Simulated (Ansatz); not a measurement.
# W4O: the cost of one run

Computed with Ansatz 0.2.0 (DFT PBEsol, scalar-relativistic, plane waves, PAW, unless a step's input says otherwise).

The COD cell was measured well above room temperature, so it is larger than a cold one.

5 further runs of the same task are left out: 1 that didn't finish, 4 set aside as unsound or not needed.

## 1. The system as given

Symmetry: Cmm2, No. 35, orthorhombic system. The conventional cell has a = 3.154 Å, b = 4.461 Å, c = 23.691 Å, α = 90.00°, β = 90.00°, γ = 90.00°. Around W (site symmetry mm2) lie 6 W at 2.73 Å. W (site symmetry mm2) is surrounded by 8 W at 2.73 Å. W (site symmetry mm2) has 8 W at 2.67 to 2.73 Å as nearest neighbours. W (site symmetry mm2) has 6 W at 2.67 to 2.73 Å as nearest neighbours.

Coordinates:

```
W
1.0
     2.73176    0.00000    0.00000
    -0.91059    2.57552    0.00000
     0.00000    0.00000   23.69141
W
4
Direct
  0.50000 0.50000 0.35878
  0.00000 0.00000 0.45293
  0.50000 0.50000 0.54715
  0.00000 0.00000 0.63786
```

Planes are indexed in the bulk's conventional cell (Im-3m (No. 229)), a = 3.154 Å, b = 3.154 Å, c = 3.154 Å, α = 90.00°, β = 90.00°, γ = 90.00°.

This (110) slab, 6.7 Å thick as cut, with 17 Å of vacuum; its outer planes are W (top) and W (bottom), was relaxed beforehand with its lower half held: -41023.1011 eV, work function 4.90 eV (top face), 5.04 eV (bottom face), dipole along +c 0.005 e·Å per cell.

## 2. Start: O, top (W)

The input, input.yaml:

```yaml
crystal:
  lattice:
    - [2.7317561333, 0.0, 0.0]
    - [-0.9105853778, 2.5755243819, 0.0]
    - [0.0, 0.0, 25.6914086283]
  atoms:
    - { symbol: W, position: [0.5, 0.5, 0.330849901] }
    - { symbol: W, position: [0.0, 0.0, 0.4176676218] }
    - { symbol: W, position: [0.5, 0.5, 0.5045572484] }
    - { symbol: W, position: [0.0, 0.0, 0.5882011995] }
    - { symbol: O, position: [0.0, 0.0, 0.67694682] }
basis:
  ecutwfc: 420
kpoints:
  mp_grid: { grid: [11, 11, 1] }
hamiltonian:
  xc: pbesol
scf:
  occupations: { method: gaussian, width: 0.1 }
output:
  forces: true
  eigenvalues: true
relax:
  adjacent_minimum: "off"
  f_tol: 0.03
  max_steps: 70
  constraints: [{ sites: [0, 1] }]
efield:
  axis: 3
  dipole_correction: true
  ramp_width: 0.04
```

Run with:

```
> ansatz run input.yaml --threads 1 --pin off --max-ram 2560MiB --backend cpu --events-out ev --progress --plain --runs-dir out
```

**Question.** How long does this run take on 1 thread of Arm Neoverse V1, shared host, and how much memory does it need?

About 3 min, with a peak of 0.48 GiB.
